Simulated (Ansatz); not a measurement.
The system is LiMg6Mo.

```
Mo Mg Li
1.0
     4.33937    0.00000    0.00000
     0.00000    4.25514    4.36871
     0.00000   -4.25514    4.36871
Mo Mg Li
1 6 1
Direct
  0.00000 0.12263 0.12263
  0.50000 0.35408 0.35408
  0.50000 0.89297 0.89297
  0.50000 0.36744 0.88049
  0.50000 0.88049 0.36744
  0.00000 0.12829 0.62259
  0.00000 0.62259 0.12829
  0.00000 0.63151 0.63151
```

The cell comes from a database or a generator and needn't be the stable form of this composition.

Base run:

- Program: Ansatz 0.2.0
- Functional: PBE
- Potentials or basis: Ansatz PAW
- Cutoff: 420 eV
- Density cutoff: 1680 eV
- k mesh: 6 × 5 × 5
- Occupations: fermi-dirac, width 0.05 eV
- Spin: no spin polarisation

Its results: band gap on the k mesh none (metal or under the smearing width); pressure -0.1 GPa; largest force 0.067 eV/Å.

Q: The run is repeated on the same cell with these changes: functional from PBE to LDA; occupations from fermi-dirac, width 0.05 eV to gaussian, width 0.1 eV. What comes out?

A: Band gap on the k mesh none (metal or under the smearing width); pressure -3.3 GPa; largest force 0.160 eV/Å.

Caveats: the PAW data sets come from PBE, with cores solved anew for the run's functional, which leaves a small shift of forces and pressure (some runs).

Not every run made on this cell is shown here.
